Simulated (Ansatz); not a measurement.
**C₂H₆ClNOSi: a ladder of functionals and wavefunction methods**

The task here is to estimate one member of a computed series from the others.

Method: functionals in def2-TZVPP, the program's frozen cores in correlated methods; program: Ansatz 0.2.0, Gaussian basis.

Plan: PBE-D4, r2SCAN-D4, PBE0-D4, B3LYP-D4, ωB97X-V, ωB97M-V, B2PLYP; CCSD(T)/def2-TZVPP; MP2/def2-QZVPP; extrapolation to the limit.

## The geometry

The geometry comes from an earlier relaxation with PBE0-D4 in a triple-zeta def2 set; it is a stationary point, not always the lowest conformer.

SMILES `NC(=O)[SiH2]CCl`, 12 atoms, charge 0, spin multiplicity 1.

Atoms are counted from 1 here; the program's logs count them from 0.

Bond lengths: N1–C2 1.352 Å, N1–H7 1.004 Å, N1–H8 1.009 Å, C2–O3 1.219 Å, C2–Si4 1.922 Å, Si4–C5 1.876 Å, Si4–H9 1.488 Å, Si4–H10 1.482 Å, C5–Cl6 1.785 Å, C5–H11 1.090 Å, C5–H12 1.090 Å. Angles: C2–N1–H7 121.6°, C2–N1–H8 119.2°, H7–N1–H8 119.2°, N1–C2–O3 122.7°, N1–C2–Si4 119.9°, O3–C2–Si4 117.4°, C2–Si4–C5 105.8°, C2–Si4–H9 112.0°, C2–Si4–H10 108.1°, C5–Si4–H9 110.7°, C5–Si4–H10 110.4°, H9–Si4–H10 109.9°, Si4–C5–Cl6 109.5°, Si4–C5–H11 110.6°, Si4–C5–H12 112.1°, Cl6–C5–H11 108.4°, Cl6–C5–H12 107.8°, H11–C5–H12 108.4°.

Set-up of the first run:

File in.yaml:

```yaml
crystal:
  periodic: [false, false, false]
  atoms:
    - {symbol: N, position_ang: [2.147212, 0.479997, -0.784800]}
    - {symbol: C, position_ang: [0.809907, 0.338600, -0.926257]}
    - {symbol: O, position_ang: [0.278657, 0.141742, -2.005602]}
    - {symbol: Si, position_ang: [-0.333338, 0.450952, 0.614605]}
    - {symbol: C, position_ang: [-1.571457, -0.946990, 0.433885]}
    - {symbol: Cl, position_ang: [-2.764674, -0.859885, 1.758772]}
    - {symbol: H, position_ang: [2.569059, 0.625031, 0.114370]}
    - {symbol: H, position_ang: [2.736545, 0.432073, -1.602236]}
    - {symbol: H, position_ang: [0.428892, 0.316118, 1.885998]}
    - {symbol: H, position_ang: [-1.025433, 1.760708, 0.578602]}
    - {symbol: H, position_ang: [-2.104179, -0.867626, -0.513352]}
    - {symbol: H, position_ang: [-1.094191, -1.925921, 0.480017]}
basis:
  gaussian: {orbitals: def2-TZVPP}
hamiltonian: {xc: pbe, dispersion: d4}
output: {forces: true, orbitals: {seedname: orbitals}}
```

Launch:

```console
$ ansatz run in.yaml --threads 2 --pin off --events-out ev --progress --plain --max-ram 22528MiB --backend cuda --devices 0, --max-vram 18GiB
```

Steps of the session up to this table: PBE-D4 (GGA); r2SCAN-D4 (meta-GGA); PBE0-D4 (hybrid); B3LYP-D4 (hybrid); ωB97X-V (range-separated); ωB97M-V (range-separated); B2PLYP (double hybrid); CCSD(T) in def2-TZVPP; MP2 in def2-QZVPP.

One table of the session follows, with a row left open; its other results are not shown here.

| method | atomisation energy (kJ/mol) |
| --- | --- |
| PBE-D4 | 4545.7 |
| r2SCAN-D4 | 4428.0 |
| PBE0-D4 | ? |
| B3LYP-D4 | 4417.7 |
| ωB97X-V | 4438.7 |
| ωB97M-V | 4435.8 |
| B2PLYP | 4362.6 |
| HF/def2-TZVPP | 3065.0 |
| MP2/def2-TZVPP | 4364.8 |
| CCSD/def2-TZVPP | 4189.0 |
| CCSD(T)/def2-TZVPP | 4272.0 |
| MP2/CBS | 4500.6 |
| CCSD(T)/CBS | 4407.8 |

Estimate the missing values for PBE0-D4.

The run gave: atomisation energy (kJ/mol): 4432.2. In the column «atomisation energy (kJ/mol)» it lies between r2SCAN-D4 (4428.0) and ωB97M-V (4435.8).

Limits of these values: Free atoms (1 N, 2 C, 1 O, 1 Si, 1 Cl, 6 H) were run apart at each level; the atomisation energy is their sum less the molecule, without zero-point or spin-orbit terms.
